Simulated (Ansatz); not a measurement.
# r2SCAN/def2-SVP run of Si2F6 (hexafluorodisilane)

Aim: the vertical singlet–triplet gap of Si2F6 (hexafluorodisilane) at r2SCAN/def2-SVP, from 2 runs. 

Program for the calculation: Ansatz 0.2.0.

19 further runs of the same task are left out: 19 set aside as unsound or not needed. Runs told in other sessions of the task aren't counted.

**1. The system as given**

Si2F6 has 8 atoms, charge 0, and is taken as a singlet. SMILES: `F[Si](F)(F)[Si](F)(F)F`. The coordinates come from a PBE0-D4/def2-TZVP relaxation.

Bond lengths: F1–Si2 1.574 Å, Si2–F3 1.574 Å, Si2–F4 1.574 Å, Si2–Si5 2.330 Å, Si5–F6 1.574 Å, Si5–F7 1.574 Å, Si5–F8 1.574 Å. Some angles: F1–Si2–F3 108.3°, F1–Si2–F4 108.3°, F1–Si2–Si5 110.6°, F3–Si2–F4 108.3°, F3–Si2–Si5 110.6°, F4–Si2–Si5 110.6°, Si2–Si5–F6 110.6°, Si2–Si5–F7 110.6°, Si2–Si5–F8 110.6°, F6–Si5–F7 108.3°.

**2. The energy at r2SCAN/def2-SVP**

The input, in.yaml:

```yaml
basis:
  gaussian: {orbitals: def2-SVP}
crystal:
  periodic: [false, false, false]
  atoms:
    - {symbol: F, position_ang: [0.360870, -1.835490, 1.275760]}
    - {symbol: Si, position_ang: [0.788530, -0.848100, 0.126890]}
    - {symbol: F, position_ang: [0.934470, -1.673030, -1.205730]}
    - {symbol: F, position_ang: [2.195680, -0.244350, 0.491690]}
    - {symbol: Si, position_ang: [-0.788750, 0.847840, -0.127190]}
    - {symbol: F, position_ang: [-0.943620, 1.663720, 1.209990]}
    - {symbol: F, position_ang: [-0.353860, 1.843300, -1.266340]}
    - {symbol: F, position_ang: [-2.193320, 0.246130, -0.505090]}
accuracy: high
hamiltonian: {xc: {name: r2SCAN}}
output: {orbitals: {seedname: orbitals}}
```

On the command line:

```
$ ansatz run in.yaml --threads 1 --pin off --max-ram 3480MiB --events-out events.jsonl --progress --plain --runs-dir runs
```

The program printed:

```text
Warning: RAYON_NUM_THREADS=1 ignored (pool sized by the plan → 1); use --threads N
Functional definition: r2SCAN
  name "r2SCAN"
  parameter k0 = 0.174
  parameter k1 = 0.065
  parameter a1 = 4.9479
  exchange = r2scan_x(k0 = k0, k1 = k1, a1 = a1)
  correlation = r2scan_c
2388 factors; integrals over basis functions are off by at most 3.3e-9 eV
mean field evaluation 1: about -32033.6105 eV, gradient 6.8e1 eV
mean field evaluation 2: about -32019.2068 eV, gradient 1.2e2 eV
mean field evaluation 4: about -32040.2947 eV, gradient 8.2e-1 eV
mean field evaluation 8: about -32040.3016 eV, gradient 1.3e-2 eV
mean field evaluation 16: about -32040.3016 eV, gradient 6.9e-7 eV
mean field -32040.30159496 eV, -1177.4593659182 hartree, gradient 4.8e-8 eV, S^2 0.000000; 0 other end points of the search recorded, 0 dependent functions left out
reference -32040.30159573 eV, -1177.4593659468 hartree; 41, 41 occupied and 79, 79 virtual orbitals, 2388 factors
Total energy: -32040.30159573 eV, -1177.4593659468 hartree
```

Run time: 11 s. Hardware: 1 thread of Intel Xeon 6975P-C (Granite Rapids), shared host; peak memory 0.43 GiB.

**3. The triplet, same level**

The input, job.yaml:

```yaml
crystal:
  periodic: [false, false, false]
  atoms:
    - {symbol: F, position_ang: [0.360870, -1.835490, 1.275760]}
    - {symbol: Si, position_ang: [0.788530, -0.848100, 0.126890]}
    - {symbol: F, position_ang: [0.934470, -1.673030, -1.205730]}
    - {symbol: F, position_ang: [2.195680, -0.244350, 0.491690]}
    - {symbol: Si, position_ang: [-0.788750, 0.847840, -0.127190]}
    - {symbol: F, position_ang: [-0.943620, 1.663720, 1.209990]}
    - {symbol: F, position_ang: [-0.353860, 1.843300, -1.266340]}
    - {symbol: F, position_ang: [-2.193320, 0.246130, -0.505090]}
basis:
  gaussian:
    orbitals: def2-SVP
accuracy: high
output:
  orbitals: {seedname: orbitals}
hamiltonian:
  xc: r2scan
magnetization:
  spin_polarized: true
  initial_magnetization: 2
```

On the command line:

```
$ ansatz run job.yaml --threads 1 --pin off --max-ram 3480MiB --events-out events.jsonl --progress --plain --runs-dir runs
```

The program printed, cut to the lines that bear on the results:

```text
Warning: RAYON_NUM_THREADS=1 ignored (pool sized by the plan → 1); use --threads N
Functional definition: r2SCAN
  name "r2SCAN"
[...]
2388 factors; integrals over basis functions are off by at most 3.3e-9 eV
[...]
mean field -32033.38144098 eV, -1177.2050549502 hartree, gradient 6.4e-8 eV, S^2 2.003229; 3 other end points of the search recorded, 0 dependent functions left out
reference -32033.38144288 eV, -1177.2050550201 hartree; 42, 40 occupied and 78, 80 virtual orbitals, 2388 factors
Total energy: -32033.38144288 eV, -1177.2050550201 hartree
```

Run time: 3.9 min. Hardware: 1 thread of Intel Xeon 6975P-C (Granite Rapids), shared host; peak memory 0.69 GiB.

**4. Summary of results**

At r2SCAN/def2-SVP:

```
                                        quantity           value
                           singlet: total energy  -1177.45937 Eh
                            singlet: HOMO energy        -9.04 eV
                            singlet: LUMO energy        -1.03 eV
                          singlet: HOMO–LUMO gap         8.01 eV
                           triplet: total energy  -1177.20506 Eh
     triplet: HOMO energy (highest over α and β)        -2.57 eV
                                   triplet: ⟨S²⟩           2.003
vertical energy of the triplet above the singlet        6.920 eV
```

**Reading.** At this shape the triplet lies 6.92 eV (668 kJ/mol) above the singlet.
